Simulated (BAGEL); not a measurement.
**AlSiH3Cl2 (SMILES [SiH3][Al]([Cl])[Cl]): HF/STO-3G (density fitting with qzvpp-jkfit)**

Aim: the electronic atomisation energy of AlSiH3Cl2 at HF/STO-3G (density fitting with qzvpp-jkfit), from 5 runs. 

Program for the calculation: BAGEL 1.2.2.

12 further runs of the same task are left out: 12 set aside as unsound or not needed.

## 1. The structure to begin with

AlSiH3Cl2 has 7 atoms, charge 0, and is taken as a singlet. As SMILES, `[SiH3][Al]([Cl])[Cl]`. Geometry: relaxed at PBE0-D4/def2-TZVP.

Bond lengths: Si1–Al2 2.433 Å, Al2–Cl3 2.091 Å, Al2–Cl4 2.091 Å, Si1–H5 1.486 Å, Si1–H6 1.488 Å, Si1–H7 1.488 Å. Angles: Si1–Al2–Cl3 120.8°, Si1–Al2–Cl4 122.3°, Cl3–Al2–Cl4 117.0°, Al2–Si1–H5 111.1°, Al2–Si1–H6 109.7°, Al2–Si1–H7 109.5°, H5–Si1–H6 109.1°, H5–Si1–H7 109.0°, H6–Si1–H7 108.3°.

## 2. A single-point energy at HF/STO-3G (density fitting with qzvpp-jkfit)

input.json

```json
{ "bagel" : [

{
  "title" : "molecule",
  "basis" : "sto-3g",
  "df_basis" : "qzvpp-jkfit",
  "angstrom" : "true",
  "geometry" : [
    { "atom" : "Si", "xyz" : [      -0.434800,       0.999700,      -0.278300 ] },
    { "atom" : "Al", "xyz" : [       0.497800,      -1.172400,       0.296300 ] },
    { "atom" : "Cl", "xyz" : [       2.290200,      -1.318600,       1.363300 ] },
    { "atom" : "Cl", "xyz" : [      -0.432100,      -2.964700,      -0.245300 ] },
    { "atom" : "H", "xyz" : [      -1.709600,       0.853800,      -1.028500 ] },
    { "atom" : "H", "xyz" : [      -0.687900,       1.781100,       0.962600 ] },
    { "atom" : "H", "xyz" : [       0.537600,       1.753200,      -1.115800 ] }
  ]
},

{
  "title" : "hf"
},

{
  "title" : "print",
  "file" : "orbitals.molden",
  "orbitals" : "true"
}

]}
```

On the command line:

```sh
$ BAGEL_NUM_THREADS=1 BAGEL input.json > input.out
```

Output:

```text
* using 1 threads per process

  ===============================================================
  ===============================================================

  *** Geometry ***

  { "atom" : "Si", "xyz" : [     -0.821653,      1.889159,     -0.525911 ] },
  { "atom" : "Al", "xyz" : [      0.940706,     -2.215515,      0.559926 ] },
  { "atom" : "Cl", "xyz" : [      4.327851,     -2.491793,      2.576264 ] },
  { "atom" : "Cl", "xyz" : [     -0.816551,     -5.602471,     -0.463550 ] },
  { "atom" : "H", "xyz" : [     -3.230676,      1.613448,     -1.943583 ] },
  { "atom" : "H", "xyz" : [     -1.299943,      3.365791,      1.819050 ] },
  { "atom" : "H", "xyz" : [      1.015917,      3.313068,     -2.108556 ] },

  Number of auxiliary basis functions:      566

  Since a DF basis is specified, we compute 2- and 3-index integrals:
    o Being stored without compression. Storage requirement is 0.007 GB

  Number of basis functions:       39
  Number of electrons      :       64

    * METHOD: MOLECULE                             0.30

  *** RHF ***

  === Nuclear Repulsion ===
   291.8338796347

      * DIIS with orbital gradients will be used.

  === RHF iteration (sto-3g) ===
      0      -1435.63454329          0.00994135           0.06
      1      -1435.71764049          0.00182328           0.05
      2      -1435.72035420          0.00049528           0.05
      3      -1435.72067806          0.00005146           0.07
      4      -1435.72068165          0.00001161           0.07
      5      -1435.72068179          0.00000279           0.06
      6      -1435.72068180          0.00000047           0.06
      7      -1435.72068180          0.00000006           0.07
      8      -1435.72068180          0.00000001           0.07
    * SCF iteration converged.

    * Permanent dipole moment:
           (    0.512004,    -1.093655,     0.308316) a.u.

    * METHOD: HF                                   0.69

    * METHOD: PRINT                                0.01

  ===============================================================
```

It took 1.8 s on 1 thread of AMD EPYC 7R13 (Zen 3), shared host; peak memory 0.085 GiB.

## 3. The Al atom, same level

job.json

```json
{ "bagel" : [

{
  "title" : "molecule",
  "basis" : "sto-3g",
  "df_basis" : "qzvpp-jkfit",
  "angstrom" : "true",
  "geometry" : [
    { "atom" : "Al", "xyz" : [    0.000000,    0.000000,    0.000000 ] }
  ]
},
{
  "title" : "uhf",
  "nopen" : 1
},
{
  "title" : "print",
  "file" : "orbitals.molden",
  "orbitals" : "true"
}

]}
```

On the command line:

```sh
$ BAGEL_NUM_THREADS=1 BAGEL job.json > job.out
```

Output:

```text
* using 1 threads per process

  ===============================================================
  ===============================================================

  *** Geometry ***

  { "atom" : "Al", "xyz" : [      0.000000,      0.000000,      0.000000 ] },

  Number of auxiliary basis functions:      128

  Since a DF basis is specified, we compute 2- and 3-index integrals:
    o Being stored without compression. Storage requirement is 0.000 GB

  Number of basis functions:        9
  Number of electrons      :       13

    * METHOD: MOLECULE                             0.03

  *** Open-shell HF ***

  === Nuclear Repulsion ===
     0.0000000000

      * DIIS with orbital gradients will be used.

  === UHF iteration (sto-3g) ===
      0       -238.85854293          0.00593523           0.00
      1       -238.85861334          0.00047704           0.00
      2       -238.85861419          0.00008502           0.00
      3       -238.85861422          0.00000323           0.00
      4       -238.85861422          0.00000001           0.00
      5       -238.85861422          0.00000001           0.00
      6       -238.85861422          0.00000001           0.00
    * SCF iteration converged.

    * S^2 (UHF) is 0.7500

    * Permanent dipole moment:
           (    0.000000,     0.000000,    -0.000000) a.u.

    * METHOD: UHF                                  0.03

    * METHOD: PRINT                                0.00

  ===============================================================
```

Run time: 1.7 s. Hardware: 1 thread of AMD EPYC 7R13 (Zen 3), shared host; peak memory 0.08 GiB.

## 4. The Cl atom, same level

job.json

```json
{ "bagel" : [

{
  "title" : "molecule",
  "basis" : "sto-3g",
  "df_basis" : "qzvpp-jkfit",
  "angstrom" : true,
  "geometry" : [
    { "atom" : "Cl", "xyz" : [       0.000000,       0.000000,       0.000000 ] }
  ]
},

{ "title" : "uhf", "nopen" : 1 },

{ "title" : "print", "file" : "orbitals.molden", "orbitals" : true }

]}
```

Run the same way, it converges to -454.54245 Eh (log not shown).

## 5. The H atom

input.json

```json
{ "bagel": [

{
  "title": "molecule",
  "basis": "sto-3g",
  "df_basis": "qzvpp-jkfit",
  "angstrom": true,
  "geometry": [
    { "atom": "H", "xyz": [       0.000000,       0.000000,       0.000000 ] }
  ]
},

{
  "title": "uhf",
  "nopen": 1
},

{
  "title": "print",
  "file": "orbitals.molden",
  "orbitals": true
}

]}
```

Run the same way, it converges to -0.46658 Eh (log not shown).

## 6. The Si atom

hf.json

```json
{ "bagel" : [

{
  "title" : "molecule",
  "basis" : "sto-3g",
  "df_basis" : "qzvpp-jkfit",
  "angstrom" : true,
  "geometry" : [
    { "atom" : "Si", "xyz" : [       0.000000,       0.000000,       0.000000 ] }
  ]
},

{ "title" : "uhf", "nopen" : 2 },

{ "title" : "print", "file" : "orbitals.molden", "orbitals" : true }

]}
```

Run the same way, it converges to -285.46647 Eh (log not shown).

## 7. Summary of results

Level: HF/STO-3G (density fitting with qzvpp-jkfit).

```
                     quantity           value
       molecule: total energy  -1435.72068 Eh
      molecule: dipole moment          3.17 D
        molecule: HOMO energy        -8.74 eV
        molecule: LUMO energy         6.65 eV
      molecule: HOMO–LUMO gap        15.39 eV
        Al atom: total energy   -238.85861 Eh
       Al atom: dipole moment          0.00 D
                Al atom: ⟨S²⟩           0.750
        Cl atom: total energy   -454.54245 Eh
       Cl atom: dipole moment          0.00 D
                Cl atom: ⟨S²⟩           0.750
         H atom: total energy     -0.46658 Eh
        H atom: dipole moment          0.00 D
                 H atom: ⟨S²⟩           0.750
        Si atom: total energy   -285.46647 Eh
       Si atom: dipole moment          0.00 D
                Si atom: ⟨S²⟩           2.000
electronic atomisation energy       24.788 eV
```

What this shows: Taking the molecule apart into free atoms costs 24.79 eV (572 kcal/mol), before zero-point energy and without spin-orbit coupling. Hartree–Fock lacks the correlation of the bonding pairs, which as a rule makes this value much too low; in minimal bases other errors can mask that. In a minimal basis such a difference can be off by several eV, whatever the method.
